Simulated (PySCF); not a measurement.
**CoCl₂⁺: singlet, from a linear start**

Where does singlet CoCl₂⁺ go from a linear start, is the end point a minimum, and what are its modes, charges and moments?

Computed with PySCF 2.14.0. Level: PBE0, basis Co def2-TZVP, Cl def2-TZVP, no relativity, density fitting.

### 1 The system as given

3 atoms, charge 1, spin multiplicity 1.

Bond lengths: Co1–Cl2 2.058 Å, Co1–Cl3 2.058 Å. Angles: Cl2–Co1–Cl3 180.0°.

Coordinates in bohr (charge 1 multiplicity 1):
```
Co    0.0000    0.0000    0.0000
Cl    0.0000    0.0000    3.8891
Cl    0.0000    0.0000   -3.8891
```

### 2 The SCF at the typed geometry

The steps below are one call of a driver around PySCF. For each, scf.py gives the equivalent set-up of the SCF; relaxations use the driver's own optimiser. After this first run the driver tries any further starts and a stability analysis.

scf.py reads:

```python
from pyscf import gto, scf, dft
mol = gto.M(atom='''
Co     0.000000     0.000000     0.000000
Cl     0.000000     0.000000     2.058000
Cl     0.000000     0.000000    -2.058000''',
    basis={'Co': 'def2-TZVP', 'Cl': 'def2-TZVP'},
    charge=1, spin=0)
mf = dft.RKS(mol, xc='PBE0')
mf.grids.atom_grid = (50, 194)
aux = {'Co': 'def2-universal-JKFIT', 'Cl': 'def2-universal-JKFIT'}
mf = mf.density_fit(auxbasis=aux)
mf.conv_tol = 1e-08
mf.diis_space = 10
mf.max_cycle = 60
mf.init_guess = 'minao'
mf.verbose = 4
mf.kernel()
```

On the command line:

```
$ OMP_NUM_THREADS=4 python axn.py task.json out
```

After this run come: Linear start, singlet: relaxation; Hessian and properties; Leaving the saddle point; Is it a minimum? Harmonic modes; A spin-polarised start; Is it a minimum? Harmonic modes.

**Question.** What will these runs give? Wanted: minimum; geometry; wavenumbers; dipole moment; highest occupied, lowest empty level; polar-tensor charge of Co1; zero-point energy; ⟨S²⟩.

The runs gave:

```
                                          quantity                                value
                                           minimum        broken-symmetry (Ms = 0), D∞h
                                          geometry  Co–Cl 2.043 Å (×2); Cl–Co–Cl 180.0°
                                wavenumbers (cm⁻¹)                     76, 76, 377, 549
                    dipole moment (centre of mass)                               0.00 D
highest occupied, lowest empty level (either spin)                    -15.41, -12.45 eV
                        polar-tensor charge of Co1                              +1.07 e
                                 zero-point energy                           6.4 kJ/mol
                               entropy at 298.15 K                      280.2 J/(mol K)
                                              ⟨S²⟩                                2.019
```

What this shows: The linear start (D∞h) ends in a minimum of D∞h symmetry, after a stop at a second-order saddle point 146.0 kJ/mol higher, from which it was pushed off along an imaginary mode. The determinant is spin-contaminated (⟨S²⟩ = 2.02 against 0.00), so it is no pure spin state. The strongest infrared band lies at 549 cm⁻¹ (stretch). The first SCF alone would have been 16 kJ/mol too high. Other starts or spin states, not run here, may lie lower. The SCF density has lower symmetry than the nuclear frame.
